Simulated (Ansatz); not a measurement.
# CH7BOSi: the cost of one run

Program: Ansatz 0.2.0. Level of theory: RKS B3LYP-D4/def2-SVP. These are calculated values, not measurements.

### Step 1. Starting point

Bond lengths: B1–Si2 1.886 Å, Si2–C3 1.854 Å, C3–O4 1.420 Å, B1–H5 1.230 Å, B1–H6 1.217 Å, Si2–H7 1.488 Å, Si2–H8 1.424 Å, C3–H9 1.044 Å, C3–H10 1.139 Å, O4–H11 0.929 Å. Angles (14 of 16 angles, heavy atoms first): B1–Si2–C3 108.2°, Si2–C3–O4 111.0°, B1–Si2–H7 109.0°, B1–Si2–H8 110.8°, C3–Si2–H7 109.5°, C3–Si2–H8 108.7°, Si2–B1–H5 121.2°, Si2–B1–H6 123.1°, Si2–C3–H9 110.0°, Si2–C3–H10 107.8°, O4–C3–H9 112.5°, O4–C3–H10 104.2°, C3–O4–H11 109.2°, H7–Si2–H8 110.5°.

Coordinates:

```xyz
11

B    -0.8788    1.8014   -0.0764
Si   -0.5257    0.1050    0.6694
C     0.6588   -0.7834   -0.4459
O     1.0526   -2.0267    0.1161
H    -1.4021    1.9152   -1.1835
H    -0.6900    2.8433    0.5234
H     0.0927    0.2842    2.0106
H    -1.7205   -0.6627    0.7690
H     0.2430   -0.8885   -1.3981
H     1.6224   -0.1773   -0.4850
H     1.6129   -2.4676   -0.4790
```

### Step 2. End point A

input.yaml reads:

```yaml
crystal:
  periodic: [false, false, false]
  atoms:
    - { symbol: B, position_ang: [-0.8788, 1.8014, -0.0764] }
    - { symbol: Si, position_ang: [-0.5257, 0.105, 0.6694] }
    - { symbol: C, position_ang: [0.6588, -0.7834, -0.4459] }
    - { symbol: O, position_ang: [1.0526, -2.0267, 0.1161] }
    - { symbol: H, position_ang: [-1.4021, 1.9152, -1.1835] }
    - { symbol: H, position_ang: [-0.69, 2.8433, 0.5234] }
    - { symbol: H, position_ang: [0.0927, 0.2842, 2.0106] }
    - { symbol: H, position_ang: [-1.7205, -0.6627, 0.769] }
    - { symbol: H, position_ang: [0.243, -0.8885, -1.3981] }
    - { symbol: H, position_ang: [1.6224, -0.1773, -0.485] }
    - { symbol: H, position_ang: [1.6129, -2.4676, -0.479] }
basis:
  gaussian: { orbitals: def2-SVP }
hamiltonian:
  xc: b3lyp
  dispersion: d4
relax:
  f_tol: 0.015
  max_steps: 40
```

Started as:

```sh
ansatz run input.yaml --threads 2 --pin off --max-ram 3072MiB --backend cpu --events-out ev --progress --plain --runs-dir out
```

Q: Estimate wall time and peak memory on 2 threads of Arm Neoverse V1, shared host.

About 54 s, with a peak of 0.17 GiB.
